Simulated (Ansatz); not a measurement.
**C2H8S2Si: a ladder of functionals and wavefunction methods**

How much do the methods differ for C2H8S2Si? The plan is to run it at one geometry with functionals of several rungs and with coupled cluster. The yardstick is the atomisation energy at the CCSD(T) limit.

Computed with Ansatz 0.2.0, Gaussian basis. Level: functionals in def2-TZVPP, the program's frozen cores in correlated methods.

Levels to be run: LDA (SPW92), PBE-D4, revPBE-D4, BLYP-D4, r2SCAN-D4, B97M-V, PBE0-D4, B3LYP-D4, r2SCANh-D4, r2SCAN0-D4, HSE06-D4, BHLYP-D4, CAM-B3LYP-D4, LC-ωPBE, ωB97X-V, ωB97M-V, B2PLYP, PBE-QIDH; CCSD(T)/def2-SVP; CCSD(T)/def2-TZVPP; MP2/def2-QZVPP; extrapolation to the limit; RPA on PBE.

## 1. The geometry

All runs share one geometry, relaxed beforehand with PBE0-D4 in a triple-zeta def2 set.

SMILES `CCSS[SiH3]`, 13 atoms, charge 0, spin multiplicity 1.

Atoms are counted from 1 here; the program's logs count them from 0.

Bond lengths: C1–C2 1.512 Å, C1–H6 1.093 Å, C1–H7 1.091 Å, C1–H8 1.092 Å, C2–S3 1.811 Å, C2–H9 1.095 Å, C2–H10 1.092 Å, S3–S4 2.061 Å, S4–Si5 2.140 Å, Si5–H11 1.488 Å, Si5–H12 1.485 Å, Si5–H13 1.483 Å. Angles: C2–C1–H6 110.3°, C2–C1–H7 111.1°, C2–C1–H8 110.7°, H6–C1–H7 108.5°, H6–C1–H8 107.9°, H7–C1–H8 108.3°, C1–C2–S3 114.3°, C1–C2–H9 111.4°, C1–C2–H10 111.9°, S3–C2–H9 103.0°, S3–C2–H10 108.4°, H9–C2–H10 107.3°, C2–S3–S4 102.5°, S3–S4–Si5 95.8°, S4–Si5–H11 106.9°, S4–Si5–H12 110.0°, S4–Si5–H13 110.4°, H11–Si5–H12 109.7° and more.

## 2. LDA

This LDA is Slater exchange with PW92 correlation.

in.yaml reads:

```yaml
crystal:
  periodic: [false, false, false]
  atoms:
    - {symbol: C, position_ang: [-1.759213, 0.914114, 0.937150]}
    - {symbol: C, position_ang: [-0.348541, 1.192253, 0.469336]}
    - {symbol: S, position_ang: [0.906526, 0.114267, 1.205262]}
    - {symbol: S, position_ang: [0.406982, -1.735549, 0.445478]}
    - {symbol: Si, position_ang: [1.658506, -1.605054, -1.285867]}
    - {symbol: H, position_ang: [-2.459409, 1.609808, 0.466807]}
    - {symbol: H, position_ang: [-1.841278, 1.019523, 2.020335]}
    - {symbol: H, position_ang: [-2.061398, -0.099976, 0.668379]}
    - {symbol: H, position_ang: [-0.018186, 2.193354, 0.766351]}
    - {symbol: H, position_ang: [-0.260988, 1.130197, -0.617631]}
    - {symbol: H, position_ang: [1.433640, -2.844644, -2.076802]}
    - {symbol: H, position_ang: [1.280951, -0.419356, -2.096379]}
    - {symbol: H, position_ang: [3.082909, -1.503538, -0.887620]}
basis:
  gaussian: {orbitals: def2-TZVPP}
hamiltonian: {xc: lda}
output: {orbitals: {seedname: orbitals}}
```

Command:

```sh
> ansatz run in.yaml --threads 4 --pin off --events-out ev --progress --plain --max-ram 10444MiB
```

Further steps of the session: PBE-D4 (GGA); revPBE-D4 (GGA); BLYP-D4 (GGA); r2SCAN-D4 (meta-GGA); B97M-V (meta-GGA); B3LYP-D4 (hybrid); r2SCANh-D4 (hybrid); r2SCAN0-D4 (hybrid); HSE06-D4 (hybrid); BHLYP-D4 (hybrid); CAM-B3LYP-D4 (range-separated); LC-ωPBE (range-separated); ωB97X-V (range-separated); ωB97M-V (range-separated); B2PLYP (double hybrid); PBE-QIDH (double hybrid); CCSD(T) in def2-SVP; CCSD(T) in def2-TZVPP; MP2 in def2-QZVPP; RPA on PBE orbitals.

Q: Predict the results of all the runs planned. Wanted: atomisation energy, CCSD(T)/CBS; farthest beyond LDA; mean size of error, GGA; mean size of error, meta-GGA; mean size of error, hybrid; mean size of error, range-separated; mean size of error, double hybrid; gap, smallest and largest; T1 diagnostic.

The runs gave:

| quantity | value |
| --- | --- |
| atomisation energy, CCSD(T)/CBS | 45.902 eV |
| functionals within 0.230 eV (0.5 %) | r2SCAN-D4, PBE0-D4, B3LYP-D4, r2SCANh-D4, HSE06-D4, CAM-B3LYP-D4, ωB97M-V |
| farthest beyond LDA | BHLYP-D4 (-1.048 eV) |
| mean size of error, GGA | 0.405 eV |
| mean size of error, meta-GGA | 0.211 eV |
| mean size of error, hybrid | 0.288 eV |
| mean size of error, range-separated | 0.271 eV |
| mean size of error, double hybrid | 0.519 eV |
| gap, smallest and largest | 3.73 eV (LDA (SPW92)), 10.96 eV (LC-ωPBE) |
| T1 diagnostic | 0.0115 |
| triples share of the correlation energy | 4.3 % |

In words: LDA overbinds by 6.146 eV (13 %). PBE-D4 misses by +0.579 eV. Double hybrids carry the basis error of their MP2 part in triple zeta, and no dispersion term here, so their miss is partly the set-up's. By mean error the best rung here is meta-GGA (0.211 eV) and the worst beyond LDA is double hybrid (0.519 eV). The gap between the best rungs is small, so their order is not settled. Misses under about 0.230 eV are within the doubt on the reference itself, which lacks core-valence correlation, relativity and higher excitations. Hartree-Fock recovers 73 % of the binding; the rest is correlation. CCSD(T) in def2-SVP is off by -3.001 eV, which most functionals beat. Orbital gaps span 3.7 to 11.0 eV; exact exchange widens them.
